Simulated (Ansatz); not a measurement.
# BrFHInS: relaxing the structure

The task is to find a stationary geometry of BrFHInS.

The runs use Ansatz 0.2.0, Gaussian basis; RKS PBE0-D4/def2-TZVP.

The runs, in order: relaxation at PBE0-D4/def2-TZVP.

1 further run of the same task is left out (set aside as unsound or not needed).

**1. The starting structure**

SMILES `[F][In]([SH])[Br]`, 5 atoms, charge 0, spin multiplicity 1.

Atoms are counted from 1 here; the program's logs count them from 0.

Bond lengths: F1–In2 1.977 Å, In2–S3 2.416 Å, In2–Br4 2.490 Å, S3–H5 1.334 Å. Angles: F1–In2–S3 120.7°, F1–In2–Br4 114.2°, S3–In2–Br4 125.1°, In2–S3–H5 90.6°.

Geometry (Å):

```xyz
5

F    -2.2062    1.1765    0.3216
In   -0.5585    0.0988    0.1451
S     1.4214    1.0325   -0.8779
Br   -0.7485   -2.2118    1.0535
H     2.0918   -0.0961   -0.6423
```

The start is a GFN2-xTB geometry. In takes the def2 core potential; no spin-orbit term is included.

**2. Relaxation at PBE0-D4/def2-TZVP**

Input file in.yaml:

```yaml
crystal:
  periodic: [false, false, false]
  atoms:
    - {symbol: F, position_ang: [-2.206250, 1.176530, 0.321610]}
    - {symbol: In, position_ang: [-0.558450, 0.098840, 0.145090]}
    - {symbol: S, position_ang: [1.421430, 1.032470, -0.877870]}
    - {symbol: Br, position_ang: [-0.748470, -2.211770, 1.053470]}
    - {symbol: H, position_ang: [2.091750, -0.096070, -0.642290]}
basis:
  gaussian: {orbitals: def2-TZVP}
hamiltonian: {xc: pbe0, dispersion: d4}
relax: {f_tol: 0.005, max_steps: 150}
```

On the command line:

```sh
$ ansatz run in.yaml --threads 2 --pin off --events-out ev --progress --plain --max-ram 32768MiB --backend cuda --devices 0, --max-vram 18GiB
```

Before running them: what should the planned runs give, taken together? Wanted: point group; shift from the start; total energy; dispersion term; dipole moment.

**Answer**, as computed:

```
                  quantity           value
               point group              Cs
                     steps               7
shift from the start (rms)         0.052 Å
              total energy  -88779.3777 eV
           dispersion term        -116 meV
             dipole moment          2.45 D
```

The relaxed geometry lies 0.05 Å (rms) from the start; the bond that changed most is In2–S3, from 2.416 to 2.351 Å. No vibrations were run, so it is not proven to be a minimum. The largest Mulliken charge, +0.96 e, sits on In2.
